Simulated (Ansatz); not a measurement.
# SbH2O radical (SMILES [OH][SbH]): one structure at several levels

The atoms stand at a structure displaced at random from a GFN2-xTB minimum. How far do the functionals agree with CCSD(T) there?

Program: Ansatz 0.2.0, Gaussian basis. Level of theory: single points in def2-TZVPP. These are calculated values, not measurements.

Correlated methods freeze the cores. Filled d shells of the heavier atoms are correlated. Core potentials replace the inner electrons past krypton, and spin-orbit coupling is left out. Orbitals are unrestricted.

## (1) The system as given

SMILES `[OH][SbH]`, 4 atoms, charge 0, spin multiplicity 2.

Atoms are counted from 1 here; the program's logs count them from 0.

Bond lengths: O1–Sb2 1.971 Å, O1–H3 0.982 Å, Sb2–H4 1.828 Å. Angles: Sb2–O1–H3 118.8°, O1–Sb2–H4 83.3°.

Geometry (Å):

```csv
atom,x (Å),y (Å),z (Å)
O1,-0.19010,-0.77790,0.37060
Sb2,0.67480,0.83840,-0.35400
H3,0.37280,-1.53870,0.63190
H4,-1.04680,1.34160,-0.70880
```

## (2) CCSD(T)/def2-TZVPP

run/in.yaml

```yaml
crystal:
  periodic: [false, false, false]
  atoms:
    - {symbol: O, position_ang: [-0.190100, -0.777900, 0.370600]}
    - {symbol: Sb, position_ang: [0.674800, 0.838400, -0.354000]}
    - {symbol: H, position_ang: [0.372800, -1.538700, 0.631900]}
    - {symbol: H, position_ang: [-1.046800, 1.341600, -0.708800]}
basis:
  gaussian: {orbitals: def2-TZVPP}
magnetization: {spin_polarized: true, initial_magnetization: 1}
correlation: {method: ccsd_t}
scf: {omitted_lower_state_checks: [cluster_reference]}
output: {forces: true}
```

No record of the launch command was kept for these runs.

## (3) PBE0-D4/def2-TZVPP

Changes to run/in.yaml since step 2:

```diff
@@ -10,4 +10,3 @@
 magnetization: {spin_polarized: true, initial_magnetization: 1}
-correlation: {method: ccsd_t}
-scf: {omitted_lower_state_checks: [cluster_reference]}
-output: {forces: true}
+hamiltonian: {xc: pbe0, dispersion: d4}
+output: {forces: true, orbitals: {seedname: orbitals}}
```

## (4) wB97M-V/def2-TZVPP

Changes to run/in.yaml since step 3:

```diff
@@ -10,3 +10,3 @@
 magnetization: {spin_polarized: true, initial_magnetization: 1}
-hamiltonian: {xc: pbe0, dispersion: d4}
-output: {forces: true, orbitals: {seedname: orbitals}}
+hamiltonian: {xc: {name: wB97M-V}}
+output: {forces: true}
```

## (5) r2SCAN-D4/def2-TZVPP

Changes to run/in.yaml since step 4:

```diff
@@ -10,3 +10,3 @@
 magnetization: {spin_polarized: true, initial_magnetization: 1}
-hamiltonian: {xc: {name: wB97M-V}}
+hamiltonian: {xc: r2scan, dispersion: d4}
 output: {forces: true}
```

## (6) PBE-D4/def2-TZVPP

Changes to run/in.yaml since step 5:

```diff
@@ -10,3 +10,3 @@
 magnetization: {spin_polarized: true, initial_magnetization: 1}
-hamiltonian: {xc: r2scan, dispersion: d4}
+hamiltonian: {xc: pbe, dispersion: d4}
 output: {forces: true}
```

## (7) SPW92/def2-TZVPP

Changes to run/in.yaml since step 6:

```diff
@@ -10,3 +10,3 @@
 magnetization: {spin_polarized: true, initial_magnetization: 1}
-hamiltonian: {xc: pbe, dispersion: d4}
+hamiltonian: {xc: lda}
 output: {forces: true}
```

## (8) BHLYP-D4/def2-TZVPP

Changes to run/in.yaml since step 7:

```diff
@@ -10,3 +10,3 @@
 magnetization: {spin_polarized: true, initial_magnetization: 1}
-hamiltonian: {xc: lda}
+hamiltonian: {xc: {name: BHLYP}, dispersion: d4}
 output: {forces: true}
```

(Steps that only read results are left out.)

Q: Predict the outcome of this session. Wanted: energy less free atoms, CCSD(T)/def2-TZVPP; RMS force component; RMS force error; HOMO and LUMO, PBE0-D4; T1 diagnostic.

**Answer**, as computed:

| quantity | value |
| --- | --- |
| energy less free atoms, CCSD(T)/def2-TZVPP | -9.989 eV |
| RMS force component | 0.553 to 0.977 eV/Å over the methods |
| RMS force error | PBE0-D4 0.065, wB97M-V 0.069, r2SCAN-D4 0.073, PBE-D4 0.311, SPW92 0.275, BHLYP-D4 0.284 eV/Å |
| HOMO and LUMO, PBE0-D4 | -5.73 and -2.59 eV |
| T1 diagnostic | 0.018 |

In words: Against CCSD(T) the functionals' energies less atoms differ by -2.653 to +0.140 eV, PBE-D4 by -0.827 eV. The reference is not at the basis limit: in triple zeta CCSD(T) underbinds, which counts against methods that bind more; the gaps are no ranking. On forces the order runs from PBE0-D4 to PBE-D4. Frozen-core CCSD(T) forces in triple zeta carry basis errors of their own, and this is one geometry, so small gaps rank nothing.
